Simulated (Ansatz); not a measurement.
# ZrCu: the cost of one run

Method: DFT, LDA, PAW with Ansatz's default frozen-core files, scalar-relativistic, in Ansatz 0.2.0.

1 further run of the same task is left out (set aside as unsound or not needed).

**1. The starting structure**

The structure is cubic, space group Pm-3m (No. 221). The conventional cell has a = 3.253 Å, b = 3.253 Å, c = 3.253 Å, α = 90.00°, β = 90.00°, γ = 90.00°. Zr (site symmetry m-3m) is surrounded by 8 Cu at 2.82 Å. Around Cu (site symmetry m-3m) lie 8 Zr at 2.82 Å.

Coordinates:

```
Zr Cu
1.0
     3.25266    0.00000    0.00000
     0.00000    3.25266    0.00000
     0.00000    0.00000    3.25266
Zr Cu
1 1
Direct
  0.50000 0.50000 0.50000
  0.00000 0.00000 0.00000
```

Whether this phase is the stable one at these pressures isn't tested.

Atoms are numbered in the order of the input: Zr1, Cu2.

**2. Volume scaled by 1, PAW**

Input file input.yaml:

```yaml
crystal:
  lattice:
    - [3.25266425, 0.0, 0.0]
    - [0.0, 3.25266425, 0.0]
    - [0.0, 0.0, 3.25266425]
  atoms:
    - { symbol: Zr, position: [0.5, 0.5, 0.5] }
    - { symbol: Cu, position: [0.0, 0.0, 0.0] }
kpoints:
  mp_grid: { grid: [11, 11, 11] }
  band_path:
    path:
      - [0.0, 0.0, 0.0]
      - [0.0, 0.5, 0.0]
      - [0.5, 0.5, 0.0]
      - [0.0, 0.0, 0.0]
      - [0.5, 0.5, 0.5]
      - [0.0, 0.5, 0.0]
      - [0.5, 0.5, 0.5]
      - [0.5, 0.5, 0.0]
    npoints: 6
scf:
  occupations: { method: fermi_dirac, width: 0.05 }
hamiltonian:
  xc: lda
  pseudopotentials: { kind: paw }
output:
  forces: true
  stress: true
  eigenvalues: true
  populations: true
```

The run is started by

```bash
ansatz run input.yaml --threads 1 --pin off --max-ram 2048MiB --backend cpu --events-out ev --progress --plain --runs-dir out
```

**Question.** How long does this run take on 1 thread of Arm Neoverse V1, shared host, and how much memory does it need?

About 3.4 s, with a peak of 0.33 GiB.
